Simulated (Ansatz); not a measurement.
# Ti: response to strain

Aim: deform Ti (zz strain of -1 %) and compute stress, forces and field gradients with LAPW, PAW and all-electron datasets made for the crystal.

Method: DFT PBEsol, scalar-relativistic, in Ansatz 0.2.0.

### 1 The starting structure

It takes space group P6_3/mmc (No. 194, hexagonal). The conventional cell has a = 2.950 Å, b = 2.950 Å, c = 4.686 Å, α = 90.00°, β = 90.00°, γ = 120.00°. Around Ti (site symmetry -6m2) lie 12 Ti at 2.90 to 2.95 Å.

Coordinates:

```
CELL_PARAMETERS angstrom
2.95000 0.00000 0.00000
-1.47500 2.55477 0.00000
0.00000 0.00000 4.68600
ATOMIC_POSITIONS crystal
Ti 0.33333 0.66667 0.25000
Ti 0.66667 0.33333 0.75000
```

Atoms are numbered in the order of the input: Ti1, Ti2.

### 2 After the deformation

Space group P6_3/mmc before, P6_3/mmc after.

### 3 LAPW, all electrons

input.yaml

```yaml
crystal:
  lattice:
    - [2.9499978604, 0.0, 0.0]
    - [-1.4749989302, 2.5547730882, 0.0]
    - [0.0, 0.0, 4.63914]
  atoms:
    - { symbol: Ti, position: [0.3333333333, 0.6666666667, 0.25] }
    - { symbol: Ti, position: [0.6666666667, 0.3333333333, 0.75] }
kpoints:
  mp_grid: { grid: [14, 14, 8] }
  band_path:
    path:
      - [0.0, 0.0, 0.0]
      - [0.5, 0.0, 0.0]
      - [0.3333333333, 0.3333333333, 0.0]
      - [0.0, 0.0, 0.0]
      - [0.0, 0.0, 0.5]
      - [0.5, 0.0, 0.5]
      - [0.3333333333, 0.3333333333, 0.5]
      - [0.0, 0.0, 0.5]
      - [0.5, 0.0, 0.5]
    npoints: 5
scf:
  occupations: { method: fermi_dirac, width: 0.05 }
hamiltonian:
  xc: pbesol
  pseudopotentials: { kind: all_electron, lapw: { basis_error: 0.00025 } }
output:
  forces: true
  stress: true
  eigenvalues: true
```

On the command line:

```console
$ ansatz run input.yaml --threads 1 --pin off --max-ram 3072MiB --backend cpu --events-out ev --progress --plain --runs-dir out
```

### 4 PAW with frozen cores

input.yaml

```yaml
crystal:
  lattice:
    - [2.9499978604, 0.0, 0.0]
    - [-1.4749989302, 2.5547730882, 0.0]
    - [0.0, 0.0, 4.63914]
  atoms:
    - { symbol: Ti, position: [0.3333333333, 0.6666666667, 0.25] }
    - { symbol: Ti, position: [0.6666666667, 0.3333333333, 0.75] }
kpoints:
  mp_grid: { grid: [14, 14, 8] }
scf:
  occupations: { method: fermi_dirac, width: 0.05 }
hamiltonian:
  xc: pbesol
  pseudopotentials: { kind: paw }
output:
  forces: true
  stress: true
  eigenvalues: true
  efg: { contact_densities: true }
```

### 5 All-electron PAW on datasets made for the crystal

input.yaml, as its differences from that of step 4:

```diff
@@ -14,3 +14,3 @@
   xc: pbesol
-  pseudopotentials: { kind: paw }
+  pseudopotentials: { kind: all_electron, datasets: crystal }
 output:
```

(Steps that only read results are left out.)

**Question.** What will these runs give? Wanted: pressure; largest shear or deviatoric stress.

**Answer**, as computed:

| quantity | value |
| --- | --- |
| pressure | LAPW -4.86, PAW -4.86, crystal datasets -4.86 GPa |
| largest shear or deviatoric stress (LAPW) | 0.35 GPa |

What this shows: The largest part of the stress beyond the pressure is 0.35 GPa in size, in the zz component; the atoms are carried along and not relaxed. No run of the undeformed cell stands beside it, so the pressure holds what the given cell had before the change. PAW: stress within 0.01 GPa of LAPW. Crystal datasets: stress within 0.01 GPa of LAPW.
